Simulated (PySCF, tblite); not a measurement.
# C4H3ClO2: vibronic structure

Wanted: vibronic structure for C4H3ClO2 (`COc1c(Cl)c1=O`).

Programs: tblite 0.8.0 and PySCF 2.14.0, with routines of our own; each step states its level. All values are computed. Atoms count from 0.

### 1 The starting structure

10 atoms, charge 0, multiplicity 1; geometry from: force field or distance geometry start.

### 2 Geometry optimisation with GFN2-xTB

What the job is given:

```
{"job": {"kind": "relax", "xc": "GFN2-xTB", "basis": "xTB"}, "charge": 0, "multiplicity": 1}
C     -1.828500    -0.062100    -0.318700
O     -0.632500    -0.348500    -0.931000
C      0.657900    -0.131500    -0.445100
C      1.811500    -0.435000     0.225200
Cl     2.709000    -1.613200     1.215200
C      1.698500     0.774500    -0.406900
O      2.198500     1.902500    -0.726000
H     -2.601500    -0.788200    -0.689900
H     -2.262600     0.918500    -0.577000
H     -1.741400    -0.212400     0.778800
```

On the command line:

```sh
OMP_NUM_THREADS=1 python excited_run.py task.json out
```

This one command runs all jobs of the session in turn.

What it wrote:

```text
step      E/eV     max force
  0    -615.90957   10.077
  1    -615.03386   22.912
  2    -616.47766    2.790
  3    -616.56113    1.987
  4    -616.62104    0.860
  5    -616.67289    1.161
  6    -616.70745    1.176
  7    -616.74579    0.565
  8    -616.76447    0.521
  9    -616.78162    0.650
 10    -616.79529    0.515
 11    -616.80674    0.318
 12    -616.81546    0.289
 13    -616.82363    0.411
 14    -616.83015    0.374
 15    -616.83536    0.248
 16    -616.83996    0.241
 17    -616.84447    0.328
 18    -616.84992    0.393
 19    -616.85731    0.345
 20    -616.86734    0.407
 21    -616.88080    0.474
 22    -616.89895    0.495
 23    -616.92263    0.429
 24    -616.95098    0.479
 25    -616.98343    0.602
 26    -617.01053    0.669
 27    -616.98262    1.563
 28    -617.04668    0.462
 29    -617.06192    0.435
 30    -617.10003    0.552
 31    -617.11105    0.438
 32    -617.13222    0.749
 33    -617.14299    0.248
 34    -617.15004    0.248
 35    -617.15653    0.252
 36    -617.16410    0.231
 37    -617.17245    0.254
 38    -617.18063    0.245
 39    -617.18932    0.328
 40    -617.19826    0.377
 41    -617.20883    0.424
 42    -617.21717    0.352
 43    -617.22383    0.233
 44    -617.22833    0.224
 45    -617.23244    0.213
 46    -617.23589    0.172
 47    -617.23869    0.203
 48    -617.24070    0.184
 49    -617.24267    0.255
 50    -617.24481    0.220
 51    -617.24739    0.107
 52    -617.24877    0.094
 53    -617.25013    0.085
 54    -617.25080    0.069
 55    -617.25119    0.056
 56    -617.25149    0.049
 57    -617.25184    0.047
 58    -617.25209    0.029
 59    -617.25218    0.019
 60    -617.25220    0.013
 61    -617.25221    0.010
```

Run time: 0.51 s. Hardware: 1 thread of Arm Neoverse N1, shared host; peak memory 0.18 GiB.

Along the way: (not every step is listed) (the energy doesn't fall at every step)

| step | energy from step 0 (eV) | largest force (eV/Å) |
| --- | --- | --- |
| 0 | 0.0000 | 10.0767 |
| 1 | 0.8757 | 22.9118 |
| 2 | -0.5681 | 2.7903 |
| 3 | -0.6516 | 1.9865 |
| 4 | -0.7115 | 0.8597 |
| 5 | -0.7633 | 1.1609 |
| 6 | -0.7979 | 1.1759 |
| 7 | -0.8362 | 0.5650 |
| 8 | -0.8549 | 0.5210 |
| 12 | -0.9059 | 0.2892 |
| 16 | -0.9304 | 0.2410 |
| 20 | -0.9578 | 0.4066 |
| 24 | -1.0414 | 0.4787 |
| 28 | -1.1371 | 0.4619 |
| 32 | -1.2226 | 0.7495 |
| 36 | -1.2545 | 0.2306 |
| 40 | -1.2887 | 0.3774 |
| 44 | -1.3188 | 0.2244 |
| 48 | -1.3311 | 0.1838 |
| 52 | -1.3392 | 0.0936 |
| 56 | -1.3419 | 0.0491 |
| 57 | -1.3423 | 0.0465 |
| 58 | -1.3425 | 0.0292 |
| 59 | -1.3426 | 0.0193 |
| 60 | -1.3426 | 0.0130 |
| 61 | -1.3426 | 0.0103 |

Distances of close pairs at the start and the end, largest changes first:

```csv
bond,before (Å),after (Å),change (Å)
C3–Cl4,1.782,1.689,-0.093
O1–C2,1.396,1.307,-0.089
C5–O6,1.274,1.193,-0.081
C2–C5,1.380,1.446,+0.066
C3–C5,1.369,1.426,+0.057
C0–O1,1.374,1.429,+0.055
C0–H7,1.124,1.089,-0.035
C0–H9,1.111,1.092,-0.019
```

The next job starts from the end point, and lists it.

### 3 Infrared spectrum with GFN2-xTB

What the job is given:

```
{"job": {"kind": "ir", "xc": "GFN2-xTB", "basis": "xTB"}, "charge": 0, "multiplicity": 1}
C     -1.748597    -0.018306    -0.360158
O     -0.639590    -0.876802    -0.087593
C      0.539179    -0.312576    -0.067848
C      1.874841    -0.492018     0.119624
Cl     3.054308    -1.636842     0.506082
C      1.428044     0.816425    -0.229787
O      1.606655     1.970501    -0.475833
H     -2.453778    -0.591747    -0.959840
H     -1.433951     0.874080    -0.901925
H     -2.218229     0.271941     0.581909
```

What it wrote:

```text
mode    cm-1     km/mol
  1     -34.1      0.36
  2     119.8      1.33
  3     129.9      2.43
  4     194.5      4.72
  5     199.0      6.34
  6     364.1      1.33
  7     446.9     14.80
  8     532.2     11.17
  9     547.6     22.32
 10     616.1     15.15
 11     741.6     14.69
 12    1001.4      7.92
 13    1030.5      1.94
 14    1105.8     89.55
 15    1116.3     73.38
 16    1221.1    336.66
 17    1393.4      8.63
 18    1445.4      9.97
 19    1458.0     12.68
 20    1697.2    673.79
 21    2104.0    604.89
 22    2985.3     14.59
 23    3006.3     10.18
 24    3028.0      5.73
```

Wall time 0.37 s (1 thread of Arm Neoverse N1, shared host); peak memory 0.18 GiB.

The strongest bands and the atoms that carry them (share of the mass-weighted mode):

```
cm⁻¹  km/mol                                atoms
 447    14.8                     C2 45 %, C3 41 %
 548    22.3           C5 54 %, Cl4 17 %, O6 15 %
 616    15.2  C2 24 %, C3 20 %, O1 14 %, Cl4 12 %
1106    89.5            H9 34 %, H8 26 %, C0 16 %
1116    73.4            H7 36 %, C0 18 %, H9 16 %
1221   336.7   O1 28 %, C3 26 %, C2 20 %, H8 11 %
1697   673.8   C2 49 %, C3 23 %, O6 12 %, C5 12 %
2104   604.9   C5 58 %, O6 16 %, C2 14 %, C3 10 %
```

### 4 Vibronic structure: TDDFT PBE0/cc-pVDZ

The job, as its differences from that of step 3:

```diff
@@ -1,2 +1,2 @@
-{"job": {"kind": "ir", "xc": "GFN2-xTB", "basis": "xTB"}, "charge": 0, "multiplicity": 1}
+{"job": {"kind": "vib", "xc": "PBE0", "basis": "cc-pVDZ", "tda": false}, "charge": 0, "multiplicity": 1}
 C     -1.748597    -0.018306    -0.360158
```

With the program's defaults for keys left out, this is: TDDFT PBE0/cc-pVDZ vertical-gradient vibronic structure (displaced harmonic oscillators, Condon), gas phase.

What it wrote:

```text
final grid: 44816 points
cycle   1  E = -764.1538121593  dE =  1.562e+00  |g| = 8.864e-01  |ddm| = 6.185e+00
cycle   2  E = -763.3899164734  dE =  7.639e-01  |g| = 2.118e+00  |ddm| = 3.835e+00
cycle   3  E = -764.3085534128  dE = -9.186e-01  |g| = 1.559e-01  |ddm| = 2.801e+00
cycle   4  E = -764.3112064431  dE = -2.653e-03  |g| = 1.191e-01  |ddm| = 3.944e-01
cycle   5  E = -764.3143504278  dE = -3.144e-03  |g| = 2.612e-02  |ddm| = 1.896e-01
cycle   6  E = -764.3144907042  dE = -1.403e-04  |g| = 1.038e-02  |ddm| = 4.683e-02
cycle   7  E = -764.3145124484  dE = -2.174e-05  |g| = 2.433e-03  |ddm| = 1.514e-02
cycle   8  E = -764.3145136243  dE = -1.176e-06  |g| = 8.523e-04  |ddm| = 4.810e-03
cycle   9  E = -764.3145138040  dE = -1.797e-07  |g| = 1.969e-04  |ddm| = 1.646e-03
cycle  10  E = -764.3145138155  dE = -1.152e-08  |g| = 4.833e-05  |ddm| = 5.201e-04
cycle  11  E = -764.3145138161  dE = -5.846e-10  |g| = 1.831e-05  |ddm| = 1.029e-04
converged SCF energy = -764.3145138161

Singlet excitations (eV, f): 5.414 (0.0019)  6.198 (0.0187)  6.356 (0.0005)  6.734 (0.0050)  7.175 (0.3423)  7.395 (0.0001)

State S1  5.4145 eV  f = 0.00188  H->L 0.97
  relaxed dipole 2.993 D, largest gradient of the excitation energy 0.0787 Eh/bohr
  mode    cm-1        S   lambda/meV  Raman
   16   1221.1    0.7538     114.1   1.000
    3    129.9    7.0156     113.0   0.105
   20   1697.2    0.3167      66.6   0.812
   10    616.1    0.6150      47.0   0.208
   14   1105.8    0.3096      42.5   0.337
   15   1116.3    0.2535      35.1   0.281
   11    741.6    0.3159      29.0   0.155
    4    194.5    1.0412      25.1   0.035
    6    364.1    0.3462      15.6   0.041
   21   2104.0    0.0560      14.6   0.221
    9    547.6    0.1597      10.8   0.043
   12   1001.4    0.0399       5.0   0.036
  reorganisation energy 0.5251 eV, total S 11.370, 0-0 4.8894 eV

State S2  6.1983 eV  f = 0.01874  H-1->L 0.54, H->L+1 0.44
  relaxed dipole 3.731 D, largest gradient of the excitation energy 0.0530 Eh/bohr
  mode    cm-1        S   lambda/meV  Raman
    9    547.6    2.2622     153.6   1.000
    6    364.1    2.3200     104.7   0.453
   12   1001.4    0.3671      45.6   0.543
   20   1697.2    0.1938      40.8   0.823
   13   1030.5    0.2282      29.2   0.357
   10    616.1    0.3536      27.0   0.198
   16   1221.1    0.1631      24.7   0.359
   21   2104.0    0.0563      14.7   0.368
   11    741.6    0.1060       9.7   0.086
    3    129.9    0.3402       5.5   0.008
    5    199.0    0.1699       4.2   0.010
   14   1105.8    0.0220       3.0   0.040
  reorganisation energy 0.4728 eV, total S 6.786, 0-0 5.7255 eV
  absorption maximum 6.145 eV, width 0.512 eV

State S5  7.1745 eV  f = 0.34230  H->L+1 0.49, H-1->L 0.38
  relaxed dipole 2.158 D, largest gradient of the excitation energy 0.1169 Eh/bohr
  mode    cm-1        S   lambda/meV  Raman
   21   2104.0    0.3665      95.6   1.000
    9    547.6    1.2395      84.1   0.229
   20   1697.2    0.3569      75.1   0.634
    4    194.5    2.4668      59.5   0.057
    6    364.1    1.1780      53.2   0.096
   12   1001.4    0.4067      50.5   0.251
   13   1030.5    0.3254      41.6   0.213
   10    616.1    0.2855      21.8   0.067
   11    741.6    0.1068       9.8   0.036
    7    446.9    0.1424       7.9   0.018
   17   1393.4    0.0306       5.3   0.037
    3    129.9    0.2100       3.4   0.002
  reorganisation energy 0.5138 eV, total S 7.201, 0-0 6.6607 eV
  absorption maximum 7.093 eV, width 0.618 eV

State T1  4.7527 eV  f = 0.00000  H-1->L 0.95
  relaxed dipole 3.320 D, largest gradient of the excitation energy 0.1667 Eh/bohr
  mode    cm-1        S   lambda/meV  Raman
   20   1697.2    1.4656     308.4   1.000
   16   1221.1    1.6171     244.8   0.571
   12   1001.4    0.5525      68.6   0.131
   15   1116.3    0.2842      39.3   0.084
   14   1105.8    0.2862      39.2   0.083
    9    547.6    0.4774      32.4   0.034
   21   2104.0    0.0747      19.5   0.078
    6    364.1    0.2763      12.5   0.009
   13   1030.5    0.0740       9.5   0.019
   10    616.1    0.1138       8.7   0.010
   11    741.6    0.0812       7.5   0.011
   17   1393.4    0.0428       7.4   0.020
  reorganisation energy 0.8052 eV, total S 5.588, 0-0 3.9475 eV
  absorption maximum 4.658 eV, width 0.871 eV
```

Wall time 42 s (1 thread of Arm Neoverse N1, shared host); peak memory 0.73 GiB.

Orbitals, density, ELF and potential are computed afterwards from the orbital file.

Frontier orbitals at PBE0/cc-pVDZ, with the share of their density that lies nearest to each atom:

```
orbital  energy (eV)                                   lies on
   HOMO        -7.06  O6 56 %; C2, C3 about 12 % each; Cl4 7 %
   LUMO        -0.08   C2, C3 about 36 % each; Cl4 9 %; O1 9 %
```

ELF in a plane through or near 7 of the atoms.

Ten even steps from ' ' (0.00) to '@' (0.99):
```
                                                        
                                                        
                    ..                                  
                ::==++++--..                            
              ==##%%%%%%%%++..                          
              ++%%%%::##%%++..    ....                  
              ..==######==..    ++@@@@++                
                ::++--====..    @@@@@@##..              
              ::**##++::%%**::  %%@@@@**                
      ......  ==%%%%++**####==..++++::--::              
    ..==****--++==++====@@--**++**  ******--            
    --##@@%%**####--%%%%==####++##++**%%%%**..          
    --##@@--%%::##==++++::++##++##--::**##++..          
    ::++%%::##--##::      ==##@@##::  ..--..            
      ::++%%%%@@%%--      ..--++--                      
        ::**%%%%**--                                    
          ..::--::                                      
                                                        
                                                        
                                                        
```
The map spans 11.6 Å across and 9.5 Å up, centred on the molecule. Atoms in the plane (x, y in Å): C0 (1.8, -0.1), O1 (0.6, -0.9), C2 (-0.6, -0.3), C3 (-1.9, -0.4), Cl4 (-3.2, -1.5), C5 (-1.4, 0.9), O6 (-1.4, 2.1).

On the surface of density 0.002 e/bohr³ the electrostatic potential runs, from the 1st to the 99th percentile, from -1.73 V near O6 to 1.38 V near H7.

### 5 Vibronic structure: TDA PBE0/6-31G*

The job, as its differences from that of step 4:

```diff
@@ -1,2 +1,2 @@
-{"job": {"kind": "vib", "xc": "PBE0", "basis": "cc-pVDZ", "tda": false}, "charge": 0, "multiplicity": 1}
+{"job": {"kind": "vib", "xc": "PBE0", "basis": "6-31G*", "tda": true, "temperature": 200, "nstates": 4, "nbright": 1}, "charge": 0, "multiplicity": 1}
 C     -1.748597    -0.018306    -0.360158
```

Level: TDA PBE0/6-31G* vertical-gradient vibronic structure (displaced harmonic oscillators, Condon), gas phase.

What it wrote:

```text
final grid: 44816 points
cycle   1  E = -764.1031179281  dE =  1.537e+00  |g| = 8.848e-01  |ddm| = 3.525e+00
cycle   2  E = -763.3536328489  dE =  7.495e-01  |g| = 2.103e+00  |ddm| = 3.488e+00
cycle   3  E = -764.2585446895  dE = -9.049e-01  |g| = 1.579e-01  |ddm| = 2.758e+00
cycle   4  E = -764.2614837473  dE = -2.939e-03  |g| = 1.178e-01  |ddm| = 2.843e-01
cycle   5  E = -764.2645879727  dE = -3.104e-03  |g| = 2.673e-02  |ddm| = 1.284e-01
cycle   6  E = -764.2647355583  dE = -1.476e-04  |g| = 1.035e-02  |ddm| = 3.199e-02
cycle   7  E = -764.2647573541  dE = -2.180e-05  |g| = 2.342e-03  |ddm| = 1.070e-02
cycle   8  E = -764.2647584530  dE = -1.099e-06  |g| = 8.320e-04  |ddm| = 4.030e-03
cycle   9  E = -764.2647586255  dE = -1.725e-07  |g| = 1.863e-04  |ddm| = 1.101e-03
cycle  10  E = -764.2647586361  dE = -1.058e-08  |g| = 4.377e-05  |ddm| = 4.457e-04
cycle  11  E = -764.2647586365  dE = -4.798e-10  |g| = 1.774e-05  |ddm| = 6.521e-05
converged SCF energy = -764.2647586365

Singlet excitations (eV, f): 5.516 (0.0035)  6.289 (0.0084)  6.415 (0.0005)  6.767 (0.0091)

State S1  5.5161 eV  f = 0.00350  H->L 0.96
  relaxed dipole 3.070 D, largest gradient of the excitation energy 0.0800 Eh/bohr
  mode    cm-1        S   lambda/meV  Raman
   16   1221.1    0.7935     120.1   1.000
    3    129.9    7.1256     114.7   0.102
   20   1697.2    0.3482      73.3   0.848
   10    616.1    0.6596      50.4   0.212
   14   1105.8    0.3225      44.2   0.333
   15   1116.3    0.2649      36.7   0.279
   11    741.6    0.3470      31.9   0.161
    4    194.5    0.9032      21.8   0.029
   21   2104.0    0.0774      20.2   0.290
    6    364.1    0.3459      15.6   0.039
    9    547.6    0.1704      11.6   0.043
   12   1001.4    0.0434       5.4   0.037
  reorganisation energy 0.5528 eV, total S 11.547, 0-0 4.9633 eV

State T1  4.7721 eV  f = 0.00000  H-1->L 0.95
  relaxed dipole 3.351 D, largest gradient of the excitation energy 0.1686 Eh/bohr
  mode    cm-1        S   lambda/meV  Raman
   20   1697.2    1.5007     315.8   1.000
   16   1221.1    1.6663     252.3   0.575
   12   1001.4    0.5642      70.1   0.131
   14   1105.8    0.2944      40.4   0.083
   15   1116.3    0.2913      40.3   0.084
    9    547.6    0.5003      34.0   0.035
   21   2104.0    0.0723      18.9   0.074
    6    364.1    0.2840      12.8   0.009
   13   1030.5    0.0750       9.6   0.018
   10    616.1    0.1180       9.0   0.010
   17   1393.4    0.0433       7.5   0.019
   11    741.6    0.0802       7.4   0.010
  reorganisation energy 0.8242 eV, total S 5.696, 0-0 3.9479 eV
  absorption maximum 4.727 eV, width 0.879 eV
```

It took 18 s on 1 thread of Arm Neoverse N1, shared host; peak memory 0.67 GiB.

### 6 Vibronic structure: TDDFT BP86/cc-pVDZ

The job, as its differences from that of step 5:

```diff
@@ -1,2 +1,2 @@
-{"job": {"kind": "vib", "xc": "PBE0", "basis": "6-31G*", "tda": true, "temperature": 200, "nstates": 4, "nbright": 1}, "charge": 0, "multiplicity": 1}
+{"job": {"kind": "vib", "xc": "BP86", "basis": "cc-pVDZ", "tda": false, "temperature": 10, "fwhm_ev": 0.15}, "charge": 0, "multiplicity": 1}
 C     -1.748597    -0.018306    -0.360158
```

Method: TDDFT BP86/cc-pVDZ vertical-gradient vibronic structure (displaced harmonic oscillators, Condon), gas phase.

What it wrote:

```text
final grid: 44816 points
cycle   1  E = -764.6622027740  dE =  1.393e+00  |g| = 9.617e-01  |ddm| = 6.571e+00
cycle   2  E = -761.9887983596  dE =  2.673e+00  |g| = 3.351e+00  |ddm| = 6.117e+00
cycle   3  E = -764.7842474892  dE = -2.795e+00  |g| = 4.712e-01  |ddm| = 5.401e+00
cycle   4  E = -764.8093710836  dE = -2.512e-02  |g| = 3.896e-01  |ddm| = 1.377e+00
cycle   5  E = -764.8456734053  dE = -3.630e-02  |g| = 1.203e-01  |ddm| = 6.518e-01
cycle   6  E = -764.8484675183  dE = -2.794e-03  |g| = 5.106e-02  |ddm| = 2.037e-01
cycle   7  E = -764.8489785986  dE = -5.111e-04  |g| = 1.435e-02  |ddm| = 7.373e-02
cycle   8  E = -764.8490252928  dE = -4.669e-05  |g| = 2.434e-03  |ddm| = 2.028e-02
cycle   9  E = -764.8490264524  dE = -1.160e-06  |g| = 9.766e-04  |ddm| = 3.906e-03
cycle  10  E = -764.8490265412  dE = -8.883e-08  |g| = 3.293e-04  |ddm| = 2.151e-03
cycle  11  E = -764.8490266310  dE = -8.972e-08  |g| = 6.850e-05  |ddm| = 6.253e-04
cycle  12  E = -764.8490266320  dE = -1.030e-09  |g| = 2.705e-05  |ddm| = 1.476e-04
cycle  13  E = -764.8490266322  dE = -1.994e-10  |g| = 5.600e-06  |ddm| = 5.392e-05
converged SCF energy = -764.8490266322

Singlet excitations (eV, f): 4.707 (0.0015)  5.423 (0.0035)  6.121 (0.0023)  6.156 (0.0023)  6.385 (0.2290)  6.617 (0.0447)

State S1  4.7067 eV  f = 0.00153  H->L 0.99
  relaxed dipole 2.651 D, largest gradient of the excitation energy 0.1244 Eh/bohr
  mode    cm-1        S   lambda/meV  Raman
   20   1697.2    0.6600     138.9   1.000
    3    129.9    6.2324     100.3   0.055
   16   1221.1    0.6190      93.7   0.485
   21   2104.0    0.2793      72.9   0.650
    4    194.5    2.2532      54.3   0.045
   10    616.1    0.6694      51.1   0.134
   14   1105.8    0.2437      33.4   0.157
   15   1116.3    0.1738      24.1   0.114
   12   1001.4    0.1104      13.7   0.058
   13   1030.5    0.0655       8.4   0.037
    6    364.1    0.1455       6.6   0.010
   11    741.6    0.0629       5.8   0.018
  reorganisation energy 0.6106 eV, total S 11.715, 0-0 4.0961 eV

State S5  6.3846 eV  f = 0.22904  H-1->L 0.53, H->L+1 0.22, H->L+3 0.13
  relaxed dipole 0.038 D, largest gradient of the excitation energy 0.1427 Eh/bohr
  mode    cm-1        S   lambda/meV  Raman
   20   1697.2    0.9164     192.8   1.000
   21   2104.0    0.3788      98.8   0.635
   12   1001.4    0.4308      53.5   0.164
    4    194.5    1.7674      42.6   0.025
   17   1393.4    0.1357      23.4   0.100
    7    446.9    0.2754      15.3   0.021
   13   1030.5    0.0982      12.5   0.040
    6    364.1    0.2740      12.4   0.014
   16   1221.1    0.0782      11.8   0.044
   10    616.1    0.0604       4.6   0.009
   23   3006.3    0.0099       3.7   0.034
    3    129.9    0.1703       2.7   0.001
  reorganisation energy 0.4809 eV, total S 4.736, 0-0 5.9037 eV
  absorption maximum 6.228 eV, width 0.724 eV

State S6  6.6167 eV  f = 0.04472  H->L+3 0.83
  relaxed dipole 1.990 D, largest gradient of the excitation energy 0.1186 Eh/bohr
  mode    cm-1        S   lambda/meV  Raman
    3    129.9   24.2618     390.6   0.215
   13   1030.5    1.7931     229.1   1.000
    6    364.1    3.7967     171.4   0.264
   12   1001.4    1.1735     145.7   0.618
   16   1221.1    0.7341     111.1   0.575
   11    741.6    1.0546      97.0   0.305
   10    616.1    1.2506      95.5   0.249
   20   1697.2    0.4130      86.9   0.625
    4    194.5    3.4626      83.5   0.069
   17   1393.4    0.4252      73.5   0.434
   15   1116.3    0.3989      55.2   0.261
   14   1105.8    0.2938      40.3   0.189
  reorganisation energy 1.6162 eV, total S 39.251, 0-0 5.0004 eV

State T1  4.2617 eV  f = 0.00000  H->L 0.99
  relaxed dipole 2.731 D, largest gradient of the excitation energy 0.0889 Eh/bohr
  mode    cm-1        S   lambda/meV  Raman
   20   1697.2    0.4768     100.3   1.000
   16   1221.1    0.5997      90.8   0.651
    3    129.9    5.5809      89.9   0.069
    4    194.5    1.9437      46.9   0.054
   10    616.1    0.5238      40.0   0.145
   14   1105.8    0.2260      31.0   0.201
   21   2104.0    0.1098      28.6   0.354
   15   1116.3    0.1635      22.6   0.148
   12   1001.4    0.0914      11.4   0.067
    6    364.1    0.1740       7.9   0.017
   13   1030.5    0.0494       6.3   0.038
    5    199.0    0.2358       5.8   0.007
  reorganisation energy 0.4893 eV, total S 10.272, 0-0 3.7724 eV
```

Run time: 37 s. Hardware: 1 thread of Arm Neoverse N1, shared host; peak memory 0.73 GiB.

### 7 What came out

| quantity | value |
| --- | --- |
| strongest single infrared mode (GFN2-xTB) | 1697 cm⁻¹, 674 km/mol |
| zero-point energy (GFN2-xTB) | 37.9 kcal/mol |
| S1: vertical, reorganisation, 0-0, total S (step 4, TDDFT PBE0/cc-pVDZ, modes from GFN2-xTB) | 5.41, 0.53, 4.89 eV; 11.4 |
| S2: vertical, reorganisation, 0-0, total S (step 4, TDDFT PBE0/cc-pVDZ, modes from GFN2-xTB) | 6.20, 0.47, 5.73 eV; 6.8 |
| S5: vertical, reorganisation, 0-0, total S (step 4, TDDFT PBE0/cc-pVDZ, modes from GFN2-xTB) | 7.17, 0.51, 6.66 eV; 7.2 |
| surface potential, 1st and 99th percentile | -1.73 V and 1.38 V |
| S1: vertical, reorganisation, 0-0, total S (step 5, TDA PBE0/6-31G*, modes from GFN2-xTB) | 5.52, 0.55, 4.96 eV; 11.5 |
| T1: vertical, reorganisation, 0-0, total S (step 5, TDA PBE0/6-31G*, modes from GFN2-xTB) | 4.77, 0.82, 3.95 eV; 5.7 |
| S1: vertical, reorganisation, 0-0, total S (step 6, TDDFT BP86/cc-pVDZ, modes from GFN2-xTB) | 4.71, 0.61, 4.10 eV; 11.7 |
| S5: vertical, reorganisation, 0-0, total S (step 6, TDDFT BP86/cc-pVDZ, modes from GFN2-xTB) | 6.38, 0.48, 5.90 eV; 4.7 |
| S6: vertical, reorganisation, 0-0, total S (step 6, TDDFT BP86/cc-pVDZ, modes from GFN2-xTB) | 6.62, 1.62, 5.00 eV; 39.3 |

**Reading.** The lowest mode is imaginary (34i cm⁻¹), so the xTB geometry is not a minimum. The strongest single mode, at 1697 cm⁻¹, moves mainly C2 and C3. GFN2-xTB is a fitted tight-binding method: band positions and strengths are rough. Its intensities can rank the bands wrongly. In steps 4, 5, 6 the harmonic model is doubtful. The vibronic model keeps the ground-state modes (from xTB) and shifts them along the gradient alone, so it can miss much of the relaxation that a full optimisation finds. Where the total S runs above about 15, the geometry moves far on excitation and the harmonic model is stretched, so its 0-0 value is in doubt.
